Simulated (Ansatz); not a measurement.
**C₂H₆SSi: up Jacob's ladder to CCSD(T)**

One table from this session's results is given with a row withheld; the runs are named, their logs left out.

The runs use Ansatz 0.2.0, Gaussian basis; functionals in def2-TZVPP, the program's frozen cores in correlated methods.

The runs, in order: LDA (SPW92), PBE-D4, revPBE-D4, BLYP-D4, r2SCAN-D4, B97M-V, PBE0-D4, B3LYP-D4, r2SCANh-D4, r2SCAN0-D4, HSE06-D4, BHLYP-D4, CAM-B3LYP-D4, LC-ωPBE, ωB97X-V, ωB97M-V, B2PLYP, PBE-QIDH; CCSD(T)/def2-SVP; CCSD(T)/def2-TZVPP; MP2/def2-QZVPP; extrapolation to the limit; RPA on PBE.

### The geometry

All runs share one geometry, relaxed beforehand with PBE0-D4 in a triple-zeta def2 set.

10 atoms, charge 0, spin multiplicity 1.

Atoms are counted from 1 here; the program's logs count them from 0.

Bond lengths: C1–C2 1.542 Å, C1–Si4 1.879 Å, C1–H5 1.090 Å, C1–H6 1.092 Å, C2–S3 1.854 Å, C2–H7 1.090 Å, C2–H8 1.090 Å, S3–Si4 2.136 Å, Si4–H9 1.487 Å, Si4–H10 1.489 Å. Angles: C2–C1–Si4 93.6°, C2–C1–H5 113.9°, C2–C1–H6 111.0°, Si4–C1–H5 118.4°, Si4–C1–H6 110.9°, H5–C1–H6 108.3°, C1–C2–S3 103.3°, C1–C2–H7 114.1°, C1–C2–H8 112.1°, S3–C2–H7 109.7°, S3–C2–H8 108.8°, H7–C2–H8 108.7°, C2–S3–Si4 77.4°, C1–Si4–S3 83.1°, C1–Si4–H9 118.1°, C1–Si4–H10 115.6°, S3–Si4–H9 116.2°, S3–Si4–H10 114.9° and more.

The first run:

Contents of in.yaml:

```yaml
crystal:
  periodic: [false, false, false]
  atoms:
    - {symbol: C, position_ang: [-0.708806, 0.271305, -0.357525]}
    - {symbol: C, position_ang: [-0.102445, -1.142085, -0.473432]}
    - {symbol: S, position_ang: [1.169414, -1.170939, 0.875224]}
    - {symbol: Si, position_ang: [0.674939, 0.903137, 0.746107]}
    - {symbol: H, position_ang: [-0.872890, 0.762370, -1.317144]}
    - {symbol: H, position_ang: [-1.657027, 0.247663, 0.182869]}
    - {symbol: H, position_ang: [-0.819404, -1.948677, -0.319703]}
    - {symbol: H, position_ang: [0.396547, -1.296862, -1.429905]}
    - {symbol: H, position_ang: [0.304589, 1.571733, 2.022117]}
    - {symbol: H, position_ang: [1.698082, 1.751254, 0.074292]}
basis:
  gaussian: {orbitals: def2-TZVPP}
hamiltonian: {xc: lda}
output: {orbitals: {seedname: orbitals}}
```

On the command line:

```console
ansatz run in.yaml --threads 2 --pin off --events-out ev --progress --plain --max-ram 4352MiB
```

Steps of the session up to this table: LDA; PBE-D4 (GGA); revPBE-D4 (GGA); BLYP-D4 (GGA); r2SCAN-D4 (meta-GGA); B97M-V (meta-GGA); B3LYP-D4 (hybrid); r2SCANh-D4 (hybrid); r2SCAN0-D4 (hybrid); HSE06-D4 (hybrid); BHLYP-D4 (hybrid); CAM-B3LYP-D4 (range-separated); LC-ωPBE (range-separated); ωB97X-V (range-separated); ωB97M-V (range-separated); B2PLYP (double hybrid); PBE-QIDH (double hybrid).

One of the session's tables, all rows but one given; the rest of the session is left out.

```
  functional  HOMO (eV)  gap (eV)
 LDA (SPW92)      -5.68      4.44
      PBE-D4      -5.60      4.59
   revPBE-D4      -5.56      4.66
     BLYP-D4      -5.44      4.56
   r2SCAN-D4      -5.84      5.20
      B97M-V      -5.97      5.20
     PBE0-D4      -6.79      6.63
    B3LYP-D4      -6.55      6.18
  r2SCANh-D4      -6.28      5.93
  r2SCAN0-D4      -6.94      7.01
    HSE06-D4      -6.39      5.86
    BHLYP-D4          ?         ?
CAM-B3LYP-D4      -8.08      8.91
     LC-ωPBE      -9.47     11.46
     ωB97X-V      -9.12     10.97
     ωB97M-V      -8.96     10.48
```

Q: Estimate the row for BHLYP-D4 from the others.

Worked estimate for «HOMO (eV)». Against the share of exact exchange, BLYP-D4 (0, -5.44), B3LYP-D4 (0.2, -6.55) give a slope of -5.55 per unit share; at 0.5 the line stands at -8.21.

As computed: HOMO (eV): -7.84; gap (eV): 8.54. In «HOMO (eV)» the line misses by -0.37.
